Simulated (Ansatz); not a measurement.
# CdS2O2: the cost of one run

Method: DFT PBE, scalar-relativistic, plane waves, PAW, in Ansatz 0.2.0.

1 further run of the same task is left out (it didn't finish).

**1. The starting structure**

Symmetry: P-3m1, No. 164, trigonal system. Conventional cell: a = 4.201 Å, b = 4.201 Å, c = 6.911 Å, α = 90.00°, β = 90.00°, γ = 120.00°. Cd (site symmetry -3m) is surrounded by 6 S at 2.99 Å. Around S (site symmetry 3m) lie 4 O at 2.56 to 2.61 Å and 3 Cd at 2.99 Å. O (site symmetry 3m) is surrounded by 4 S at 2.56 to 2.61 Å.

Structure file:

```xyz
5
Lattice="4.2010 0.0000 0.0000 -2.1005 3.6381 0.0000 0.0000 0.0000 6.9112" Properties=species:S:1:pos:R:3 pbc="T T T"
Cd    0.0000    0.0000    0.0000
S     2.1005    1.2127    5.1634
S     0.0000    2.4254    1.7479
O     0.0000    2.4254    4.3596
O     2.1005    1.2127    2.5516
```

A structure generator made this guess: species swapped into a database cell of EuMg2Sb2 (P-3m1, No. 164), with Cd on the Eu sites, O on the Mg sites and S on the Sb sites. Lengths come from tabulated atomic sizes and are only a guess.

**2. Probe: one point on a coarse mesh**

input.yaml

```yaml
crystal:
  lattice:
    - [4.20097049, 0.0, 0.0]
    - [-2.10048524, 3.63814716, 0.0]
    - [0.0, 0.0, 6.91124484]
  atoms:
    - { symbol: Cd, position: [0.0, 0.0, 0.0] }
    - { symbol: S, position: [0.66666667, 0.33333333, 0.7471] }
    - { symbol: S, position: [0.33333333, 0.66666667, 0.2529] }
    - { symbol: O, position: [0.33333333, 0.66666667, 0.63080001] }
    - { symbol: O, position: [0.66666667, 0.33333333, 0.36919999] }
basis:
  ecutwfc: 420
kpoints:
  mp_grid: { grid: [6, 6, 4] }
hamiltonian:
  xc: pbe
scf:
  occupations: { method: gaussian, width: 0.1 }
  lower_state_search: "off"
output:
  forces: true
  stress: true
  eigenvalues: true
```

On the command line:

```
ansatz run input.yaml --threads 1 --pin off --max-ram 2560MiB --backend cpu --events-out ev --progress --plain --runs-dir out
```

Q: Estimate wall time and peak memory on 1 thread of Intel Xeon at 2.50GHz (Skylake/Cascade Lake), shared host.

About 8.4 s, with a peak of 0.4 GiB.
